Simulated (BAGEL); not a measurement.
**SiHCl3 (SMILES [H][Si](Cl)(Cl)Cl) at 4 levels**

We compute a comparison of 4 runs (B3LYP/6-31G*, B3LYP/def2-SVPD, PBE0/def2-SVPD, RI-MP2/def2-SVPD) of SiHCl3. 

The calculation is run with BAGEL 1.2.2.

5 further runs of the same task are left out: 4 that didn't finish, 1 set aside as unsound or not needed.

## (1) The system as given

SiHCl3 has 5 atoms, charge 0, and is taken as a singlet. As SMILES, `[H][Si](Cl)(Cl)Cl`. The shape is that of a GFN2-xTB optimisation.

Bond lengths: Si1–Cl3 2.010 Å, Si1–Cl4 2.010 Å, Si1–Cl5 2.010 Å, Si1–H2 1.451 Å. Angles: Cl3–Si1–Cl4 109.7°, Cl3–Si1–Cl5 109.5°, Cl4–Si1–Cl5 109.7°, H2–Si1–Cl3 109.3°, H2–Si1–Cl4 109.4°, H2–Si1–Cl5 109.3°.

## (2) The energy at B3LYP/6-31G(d) (density fitting with qzvpp-jkfit, spherical functions) (run 1)

input.json

```json
{ "bagel" : [

{
  "title" : "molecule",
  "basis" : "6-31gs.json",
  "df_basis" : "qzvpp-jkfit",
  "angstrom" : true,
  "geometry" : [
    { "atom" : "Si", "xyz" : [   -0.000330,   -0.000420,    0.108600 ] },
    { "atom" : "H", "xyz" : [    0.008670,   -0.016190,    1.559030 ] },
    { "atom" : "Cl", "xyz" : [    1.892710,    0.009030,   -0.565730 ] },
    { "atom" : "Cl", "xyz" : [   -0.955250,    1.647390,   -0.534550 ] },
    { "atom" : "Cl", "xyz" : [   -0.945810,   -1.639810,   -0.567350 ] }
  ]
},
{ "title" : "ks", "xc_func" : "b3lyp" },
{ "title" : "print", "file" : "orbitals.molden", "orbitals" : true }

]}
```

The basis set 6-31G* is read from a file made from the Basis Set Exchange's data (not shown).

The run is started by

```bash
$ BAGEL_NUM_THREADS=1 BAGEL input.json > input.out
```

The log of the run:

```text
* using 1 threads per process

  ===============================================================
  ===============================================================

  *** Geometry ***

  { "atom" : "Si", "xyz" : [     -0.000624,     -0.000794,      0.205224 ] },
  { "atom" : "H", "xyz" : [      0.016384,     -0.030595,      2.946140 ] },
  { "atom" : "Cl", "xyz" : [      3.576704,      0.017064,     -1.069075 ] },
  { "atom" : "Cl", "xyz" : [     -1.805161,      3.113116,     -1.010153 ] },
  { "atom" : "Cl", "xyz" : [     -1.787322,     -3.098792,     -1.072136 ] },

  Number of auxiliary basis functions:      530

  Since a DF basis is specified, we compute 2- and 3-index integrals:
    o Being stored without compression. Storage requirement is 0.023 GB

  Number of basis functions:       74
  Number of electrons      :       66

    * METHOD: MOLECULE                             0.26

  *** Kohn-Sham DFT ***

    * Removing 9268 points whose weight is below 1.00e-10
    * Grid points: 65262

  === Nuclear Repulsion ===
   342.2571438522

       - DIIS with orbital gradients will be used.

  === KS iteration (b3lyp / 6-31gs.json) ===
      0      -1648.96928591          0.15220239           0.31
      1      -1656.91366561          0.10135436           0.29
      2      -1657.96164797          0.12695040           0.29
      3      -1670.18708633          0.02321828           0.30
      4      -1670.49912969          0.02077766           0.30
      5      -1670.81001781          0.00284712           0.29
      6      -1670.81388836          0.00107856           0.29
      7      -1670.81445948          0.00018736           0.30
      8      -1670.81447944          0.00001157           0.30
      9      -1670.81447960          0.00000452           0.29
     10      -1670.81447961          0.00000144           0.30
     11      -1670.81447962          0.00000066           0.30
     12      -1670.81447962          0.00000023           0.29
     13      -1670.81447962          0.00000002           0.29
     14      -1670.81447962          0.00000000           0.29
    * SCF iteration converged.

    * Permanent dipole moment:
           (    0.000205,     0.002661,    -0.395747) a.u.

    * METHOD: KS                                   4.66

    * METHOD: PRINT                                0.01

  ===============================================================
```

Run time: 5.1 s. Hardware: 1 thread of Arm Neoverse V2, shared host; peak memory 0.29 GiB.

## (3) The energy at B3LYP/def2-SVPD (density fitting with qzvpp-jkfit) (run 2)

job.json

```json
{ "bagel": [

{
  "title": "molecule",
  "basis": "def2-svpd.json",
  "df_basis": "qzvpp-jkfit",
  "angstrom": true,
  "geometry": [
    { "atom": "Si", "xyz": [   -0.000330,   -0.000420,    0.108600 ] },
    { "atom": "H", "xyz": [    0.008670,   -0.016190,    1.559030 ] },
    { "atom": "Cl", "xyz": [    1.892710,    0.009030,   -0.565730 ] },
    { "atom": "Cl", "xyz": [   -0.955250,    1.647390,   -0.534550 ] },
    { "atom": "Cl", "xyz": [   -0.945810,   -1.639810,   -0.567350 ] }
  ]
},
{ "title": "ks", "xc_func": "b3lyp" },
{ "title": "print", "file": "orbitals.molden", "orbitals": true }

]}
```

The basis set def2-SVPD is read from a file made from the Basis Set Exchange's data (not shown).

The run is started by

```bash
$ BAGEL_NUM_THREADS=1 BAGEL job.json > job.out
```

The log of the run:

```text
* using 1 threads per process

  ===============================================================
  ===============================================================

  *** Geometry ***

  { "atom" : "Si", "xyz" : [     -0.000624,     -0.000794,      0.205224 ] },
  { "atom" : "H", "xyz" : [      0.016384,     -0.030595,      2.946140 ] },
  { "atom" : "Cl", "xyz" : [      3.576704,      0.017064,     -1.069075 ] },
  { "atom" : "Cl", "xyz" : [     -1.805161,      3.113116,     -1.010153 ] },
  { "atom" : "Cl", "xyz" : [     -1.787322,     -3.098792,     -1.072136 ] },

  Number of auxiliary basis functions:      530

  Since a DF basis is specified, we compute 2- and 3-index integrals:
    o Being stored without compression. Storage requirement is 0.054 GB

  Number of basis functions:      113
  Number of electrons      :       66

    * METHOD: MOLECULE                             0.27

  *** Kohn-Sham DFT ***

    * Removing 9268 points whose weight is below 1.00e-10
    * Grid points: 65262

  === Nuclear Repulsion ===
   342.2571438522

       - DIIS with orbital gradients will be used.

  === KS iteration (b3lyp / def2-svpd.json) ===
      0      -1645.59793686          0.09714142           0.48
      1      -1641.73843193          0.10594095           0.45
      2      -1619.15945245          0.14686620           0.45
      3      -1654.60176142          0.09382522           0.45
      4      -1662.30246536          0.10281519           0.45
      5      -1668.78825598          0.04029004           0.46
      6      -1670.18457103          0.01367874           0.46
      7      -1670.26210259          0.01142158           0.45
      8      -1670.39076084          0.00135431           0.45
      9      -1670.39242529          0.00064402           0.45
     10      -1670.39291287          0.00008650           0.45
     11      -1670.39291924          0.00002876           0.44
     12      -1670.39291981          0.00001105           0.45
     13      -1670.39291992          0.00000196           0.45
     14      -1670.39291992          0.00000066           0.45
     15      -1670.39291992          0.00000032           0.46
     16      -1670.39291992          0.00000004           0.45
     17      -1670.39291992          0.00000002           0.46
     18      -1670.39291992          0.00000000           0.45
    * SCF iteration converged.

    * Permanent dipole moment:
           (    0.000131,     0.002220,    -0.315897) a.u.

    * METHOD: KS                                   8.92

    * METHOD: PRINT                                0.02

  ===============================================================
```

Wall time 9.6 s (1 thread of Arm Neoverse V2, shared host); peak memory 0.4 GiB.

Run 3 isn't shown in full; the table further down has it.

## (4) The energy at RI-MP2/def2-SVPD (density fitting with qzvpp-jkfit) (run 4)

calc.json

```json
{ "bagel": [

{
  "title": "molecule",
  "basis": "def2-svpd.json",
  "df_basis": "qzvpp-jkfit",
  "angstrom": "true",
  "geometry": [
    { "atom": "Si", "xyz": [      -0.000330,      -0.000420,       0.108600 ] },
    { "atom": "H", "xyz": [       0.008670,      -0.016190,       1.559030 ] },
    { "atom": "Cl", "xyz": [       1.892710,       0.009030,      -0.565730 ] },
    { "atom": "Cl", "xyz": [      -0.955250,       1.647390,      -0.534550 ] },
    { "atom": "Cl", "xyz": [      -0.945810,      -1.639810,      -0.567350 ] }
  ]
},

{
  "title": "hf"
},

{
  "title": "mp2",
  "ncore": 20
}

]}
```

The basis set def2-SVPD is read from a file made from the Basis Set Exchange's data (not shown).

The run is started by

```bash
$ BAGEL_NUM_THREADS=1 BAGEL calc.json > calc.out
```

The log of the run:

```text
* using 1 threads per process

  ===============================================================
  ===============================================================

  *** Geometry ***

  { "atom" : "Si", "xyz" : [     -0.000624,     -0.000794,      0.205224 ] },
  { "atom" : "H", "xyz" : [      0.016384,     -0.030595,      2.946140 ] },
  { "atom" : "Cl", "xyz" : [      3.576704,      0.017064,     -1.069075 ] },
  { "atom" : "Cl", "xyz" : [     -1.805161,      3.113116,     -1.010153 ] },
  { "atom" : "Cl", "xyz" : [     -1.787322,     -3.098792,     -1.072136 ] },

  Number of auxiliary basis functions:      530

  Since a DF basis is specified, we compute 2- and 3-index integrals:
    o Being stored without compression. Storage requirement is 0.054 GB

  Number of basis functions:      113
  Number of electrons      :       66

    * METHOD: MOLECULE                             0.27

  *** RHF ***

  === Nuclear Repulsion ===
   342.2571438522

      * DIIS with orbital gradients will be used.

  === RHF iteration (def2-svpd.json) ===
      0      -1667.55689158          0.00953981           0.17
      1      -1667.64043525          0.00511970           0.17
      2      -1667.66067595          0.00087022           0.17
      3      -1667.66161118          0.00017755           0.17
      4      -1667.66165787          0.00004802           0.16
      5      -1667.66166229          0.00001252           0.17
      6      -1667.66166255          0.00000315           0.17
      7      -1667.66166257          0.00000082           0.17
      8      -1667.66166257          0.00000027           0.17
      9      -1667.66166257          0.00000010           0.17
     10      -1667.66166257          0.00000002           0.17
     11      -1667.66166257          0.00000001           0.17
    * SCF iteration converged.

    * Permanent dipole moment:
           (    0.000180,     0.002517,    -0.366857) a.u.

    * METHOD: HF                                   2.29

  *** RHF ***

  === Nuclear Repulsion ===
   342.2571438522

      * DIIS with orbital gradients will be used.

  === RHF iteration (def2-svpd.json) ===
      0      -1667.66166257          0.00000000           0.16
    * SCF iteration converged.

    * Permanent dipole moment:
           (    0.000180,     0.002517,    -0.366856) a.u.

  === DF-MP2 calculation ===

    * freezing 20 orbitals
    * 3-index integral transformation done
    * assembly done

      MP2 correlation energy:   -0.5294968355      0.08

      MP2 total energy:       -1668.1911594020

    * METHOD: MP2                                  0.41

  ===============================================================
```

Run time: 3.3 s. Hardware: 1 thread of Arm Neoverse V2, shared host; peak memory 0.18 GiB.

## (5) All runs side by side

| run | level | frozen core orbitals | energy (Eh) | dipole moment (D) | HOMO energy (eV) | LUMO energy (eV) | wall time |
| --- | --- | --- | --- | --- | --- | --- | --- |
| 1 | B3LYP/6-31G* (density fitting with qzvpp-jkfit, spherical functions) | – | -1670.814480 | 1.01 | -9.11 | -0.06 | 5.1 s |
| 2 | B3LYP/def2-SVPD (density fitting with qzvpp-jkfit) | – | -1670.392920 | 0.80 | -9.19 | -0.43 | 9.6 s |
| 3 | PBE0/def2-SVPD (density fitting with qzvpp-jkfit) | – | -1669.763326 | 0.81 | -9.50 | -0.17 | 9.3 s |
| 4 | RI-MP2/def2-SVPD (density fitting with qzvpp-jkfit) | 20 | -1668.191159 | – | – | – | 3.3 s |

## (6) Summary of results

```
                                           quantity           value
                                run 4: total energy  -1668.19116 Eh
run 4: correlation energy (20 core orbitals frozen)      -529.5 mEh
```

**Reading.** Over runs 1, 2, 3 the dipole moment (its size) runs from 0.80 D (B3LYP/def2-SVPD) to 1.01 D (B3LYP/6-31G*). Over runs 1, 2, 3 the HOMO–LUMO gap runs from 8.76 eV (B3LYP/def2-SVPD) to 9.33 eV (PBE0/def2-SVPD). Totals of different functionals can't be ranked against each other. All runs together took 27 s, the longest 9.6 s.
